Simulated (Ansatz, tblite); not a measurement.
# N-butyl-N-methylpyrrolidinium iodide (C9H20IN): a ladder of methods and basis sets

An exercise on one series of results from a longer session: the logs are not shown, and one member is left open.

Computed with Ansatz 0.2.0, Gaussian basis. Level: as each input shows.

Plan: GFN1-xTB, GFN2-xTB, PBE-D4/def2-TZVP, r2SCAN-D4/def2-TZVP, BHLYP-D4/def2-TZVP, BLYP-D4/def2-TZVP, PBE-D4/def2-SVP, PBE0-D4/def2-SVP, MP2/def2-SVP.

7 further runs of the same task are left out: 4 that didn't finish, 3 set aside as unsound or not needed.

**The geometry**

The geometry is that of the singlet, from an earlier relaxation (PBE0-D4/def2-SVP).

SMILES `CCCC[N+]1(C)CCCC1.[I-]`, 31 atoms, charge 0, spin multiplicity 1.

Bond lengths: C1–C2 1.519 Å, C1–H11 1.103 Å, C1–H12 1.100 Å, C1–H13 1.102 Å, C2–C3 1.526 Å, C2–H14 1.105 Å, C2–H15 1.104 Å, C3–C4 1.512 Å, C3–H16 1.106 Å, C3–H17 1.102 Å, C4–N5 1.502 Å, C4–H18 1.110 Å, C4–H19 1.101 Å, N5–C6 1.492 Å, N5–C7 1.508 Å, N5–C10 1.495 Å, C6–H20 1.108 Å, C6–H21 1.096 Å and more. Angles: C2–C1–H11 111.6°, C2–C1–H12 111.2°, C2–C1–H13 111.2°, H11–C1–H12 107.6°, H11–C1–H13 107.6°, H12–C1–H13 107.5°, C1–C2–C3 112.9°, C1–C2–H14 109.8°, C1–C2–H15 109.9°, C3–C2–H14 109.4°, C3–C2–H15 108.5°, H14–C2–H15 106.1°, C2–C3–C4 110.0°, C2–C3–H16 109.5°, C2–C3–H17 108.2°, C4–C3–H16 111.8°, C4–C3–H17 109.9°, H16–C3–H17 107.3° and more.

I takes a core potential in the def2 sets. No spin-orbit coupling is included.

PBE0-D4/def2-TZVP was run before; its log isn't repeated, and its numbers join the tables.

The first run:

Tight binding, by tblite at 300 K electronic temperature and without a spin-polarisation term:

```python
tblite.interface.Calculator('GFN1-xTB', numbers, positions, charge=0, uhf=0).singlepoint()
```

Tight binding, by tblite at 300 K electronic temperature and without a spin-polarisation term:

```python
tblite.interface.Calculator('GFN2-xTB', numbers, positions, charge=0, uhf=0).singlepoint()
```

start.molden holds the orbitals of an earlier run on this state, given as this run's starting guess.

in.yaml reads:

```yaml
crystal:
  periodic: [false, false, false]
  atoms:
    - {symbol: C, position_ang: [4.192483, 0.488713, 0.051075]}
    - {symbol: C, position_ang: [2.983267, -0.430152, 0.095845]}
    - {symbol: C, position_ang: [1.660260, 0.327274, 0.027338]}
    - {symbol: C, position_ang: [0.503933, -0.640839, 0.138693]}
    - {symbol: N, position_ang: [-0.865366, -0.034898, 0.016530]}
    - {symbol: C, position_ang: [-1.056643, 1.043774, 1.028864]}
    - {symbol: C, position_ang: [-1.904284, -1.107246, 0.227466]}
    - {symbol: C, position_ang: [-3.179480, -0.535686, -0.373198]}
    - {symbol: C, position_ang: [-2.707976, 0.481952, -1.436247]}
    - {symbol: C, position_ang: [-1.182324, 0.463520, -1.357124]}
    - {symbol: H, position_ang: [4.213454, 1.086129, -0.875909]}
    - {symbol: H, position_ang: [5.130742, -0.084340, 0.098864]}
    - {symbol: H, position_ang: [4.190234, 1.191558, 0.900118]}
    - {symbol: H, position_ang: [3.033896, -1.156507, -0.735315]}
    - {symbol: H, position_ang: [2.997728, -1.026280, 1.024536]}
    - {symbol: H, position_ang: [1.616783, 0.911687, -0.910384]}
    - {symbol: H, position_ang: [1.630615, 1.045580, 0.862556]}
    - {symbol: H, position_ang: [0.507000, -1.135854, 1.132059]}
    - {symbol: H, position_ang: [0.558477, -1.413027, -0.644632]}
    - {symbol: H, position_ang: [-0.837839, 0.606550, 2.023360]}
    - {symbol: H, position_ang: [-2.095135, 1.391152, 0.990618]}
    - {symbol: H, position_ang: [-0.381873, 1.874691, 0.796336]}
    - {symbol: H, position_ang: [-1.548984, -1.984025, -0.332588]}
    - {symbol: H, position_ang: [-1.912070, -1.366098, 1.303014]}
    - {symbol: H, position_ang: [-3.797486, -0.050835, 0.395888]}
    - {symbol: H, position_ang: [-3.791228, -1.340083, -0.803072]}
    - {symbol: H, position_ang: [-3.036198, 0.216652, -2.450581]}
    - {symbol: H, position_ang: [-3.103689, 1.486724, -1.230792]}
    - {symbol: H, position_ang: [-0.700585, 1.435808, -1.520044]}
    - {symbol: H, position_ang: [-0.748686, -0.262147, -2.060302]}
    - {symbol: I, position_ang: [-0.369004, -1.483757, 3.616998]}
basis:
  gaussian: {orbitals: def2-TZVP, initial_orbitals: start.molden}
hamiltonian: {xc: pbe, dispersion: d4}
scf: {omitted_lower_state_checks: [starts]}
output: {forces: true, orbitals: {seedname: orbitals}}
```

Run with:

```
$ ansatz run in.yaml --threads 4 --pin off --events-out ev --progress --plain --max-ram 6963MiB
```

Among the steps run: PBE-D4/def2-TZVP; r2SCAN-D4/def2-TZVP; BHLYP-D4/def2-TZVP; BLYP-D4/def2-TZVP; PBE-D4/def2-SVP; PBE0-D4/def2-SVP; MP2/def2-SVP.

One of the session's tables, all rows but one given; the rest of the session is left out.

It belongs to the step «Binding energy». 

```
              level  binding an atom (eV)
        HF/def2-SVP                 3.052
    PBE-D4/def2-SVP                 4.154
   PBE-D4/def2-TZVP                 4.115
  BLYP-D4/def2-TZVP                 4.010
r2SCAN-D4/def2-TZVP                 4.037
   PBE0-D4/def2-SVP                     ?
  PBE0-D4/def2-TZVP                 4.067
 BHLYP-D4/def2-TZVP                 3.941
       MP2/def2-SVP                 3.905
```

Q: Estimate the row for PBE0-D4/def2-SVP from the others.

**Answer.** binding an atom (eV): 4.111. In the column «binding an atom (eV)» it lies between PBE0-D4/def2-TZVP (4.067) and PBE-D4/def2-TZVP (4.115).

Limits of these values: Free atoms were run apart at each level; binding is atoms less cluster, divided by the number of atoms, without zero-point or spin-orbit terms.
